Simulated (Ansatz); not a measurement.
# W: the cost of one run

Program: Ansatz 0.2.0. Level of theory: DFT r2SCAN, scalar-relativistic, plane waves, PAW. These are calculated values, not measurements.

3 further runs of the same task are left out: 3 set aside as unsound or not needed.

## 1. The system as given

It takes space group Fm-3m (No. 225, cubic). The conventional cell has a = 4.017 Å, b = 4.017 Å, c = 4.017 Å, α = 90.00°, β = 90.00°, γ = 90.00°. W (site symmetry m-3m) is surrounded by 12 W at 2.84 Å.

As a file:

```cif
data_structure
_symmetry_space_group_name_H-M 'Fm-3m'
_symmetry_Int_Tables_number 225
_cell_length_a 4.0172
_cell_length_b 4.0172
_cell_length_c 4.0172
_cell_angle_alpha 90.000
_cell_angle_beta 90.000
_cell_angle_gamma 90.000
_cell_volume 64.83
loop_
_atom_site_label
_atom_site_type_symbol
_atom_site_symmetry_multiplicity
_atom_site_Wyckoff_symbol
_atom_site_fract_x
_atom_site_fract_y
_atom_site_fract_z
_atom_site_occupancy
W1 W 4 a 0.00000 0.00000 0.00000 1
```

It is built from the cell relaxed beforehand with the same method (16.21 Å³/atom).

## 2. Zero of the scan

input.yaml

```yaml
crystal:
  lattice:
    - [-4.0171526491, 0.0, 4.0171526491]
    - [-4.0171526491, -4.0171526491, 0.0]
    - [0.0, -4.0171526491, 4.0171526491]
  atoms:
    - { symbol: W, position: [0.0, 0.5, 0.0] }
    - { symbol: W, position: [0.0, 0.0, 0.0] }
    - { symbol: W, position: [0.0, 0.5, 0.5] }
    - { symbol: W, position: [0.0, 0.0, 0.5] }
    - { symbol: W, position: [0.5, 0.5, 0.0] }
    - { symbol: W, position: [0.5, 0.0, 0.0] }
    - { symbol: W, position: [0.5, 0.5, 0.5] }
    - { symbol: W, position: [0.5, 0.0, 0.5] }
basis:
  ecutwfc: 500
kpoints:
  mp_grid: { grid: [8, 8, 8] }
hamiltonian:
  xc: r2scan
scf:
  occupations: { method: gaussian, width: 0.15 }
output:
  forces: true
  stress: true
  eigenvalues: true
```

Command:

```bash
> ansatz run input.yaml --threads 2 --pin off --max-ram 5120MiB --backend cpu --events-out ev --progress --plain --runs-dir out
```

Q: Estimate wall time and peak memory on 2 threads of AMD EPYC 7R43 (Zen 3), shared host.

About 11 s, with a peak of 0.95 GiB.
